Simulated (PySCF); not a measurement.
**SmB: bond curves at several levels of theory**

The task here is to estimate one member of a computed series from the others.

Computed with PySCF 2.14.0. Level: Sm x2c-SVPall, B x2c-SVPall, spin-free X2C with a Gaussian nucleus.

The first run:

The job is set up so:

```yaml
atoms: Sm, B
charge: 0
basis: Sm x2c-SVPall, B x2c-SVPall
Hamiltonian: spin-free X2C with a Gaussian nucleus
basis_functions: 99
electrons_treated: 67
masses_in_u: 151.9197, 11.0093
levels: PBE0, PBE, r²SCAN, BP86, B2PLYP, HSE06, HF, MP2, SCS-MP2
grid: 80 radial by 434 angular points
occupations: held fixed by the projection of orbital angular momentum
dissociation_limit: Sm + B, each in its ground configuration
starting_distance_in_angstrom: 2.345
values_of_2S_to_try: 5, 7, 9
```

Launch:

```console
> OMP_NUM_THREADS=2 python dia.py task.json out
```

Among the steps run: Input; PBE0 along the bond; Higher solutions at PBE0; PBE (GGA); r²SCAN (meta-GGA); BP86 (GGA); B2PLYP (double hybrid); HSE06; UHF (mean field).

One of the session's tables, all rows but one given; the rest of the session is left out.

Energy (eV) from each level's lowest point:

| R (Å) | UHF | UHF-MP2 | UHF-SCS-MP2 | PBE | BP86 |
| --- | --- | --- | --- | --- | --- |
| 2.047 | 1.251 | 0.667 | 0.839 | 0.600 | 0.619 |
| 2.142 | 0.791 | 0.343 | 0.448 | 0.267 | 0.281 |
| 2.237 | 0.454 | 0.121 | 0.179 | 0.081 | 0.089 |
| 2.309 | 0.270 | 0.035 | 0.069 | 0.015 | 0.019 |
| 2.380 | 0.138 | 0.000 | 0.014 | 0.000 | 0.000 |
| 2.451 | 0.053 | 0.004 | 0.000 | 0.024 | 0.020 |
| 2.547 | 0.000 | 0.056 | 0.031 | 0.103 | 0.094 |
| 2.666 | 0.010 | 0.177 | 0.130 | 0.254 | 0.237 |
| 2.808 | ? | ? | ? | ? | ? |
| 2.999 | 0.314 | 0.688 | 0.595 | 0.805 | 0.768 |

**Question.** Estimate the row for R (Å) = 2.808.

Worked estimate for «UHF». A straight line through the neighbours (2.666, 0.010) and (2.999, 0.314) gives 0.010 + (0.314 − 0.010) × (2.808 − 2.666) / (2.999 − 2.666) = 0.140; a parabola fitted to 3 rows on both sides gives 0.090.

**Answer.** UHF: 0.104; UHF-MP2: 0.375; UHF-SCS-MP2: 0.306; PBE: 0.478; BP86: 0.453. In «UHF» the line misses by +0.036 and the parabola by -0.014.
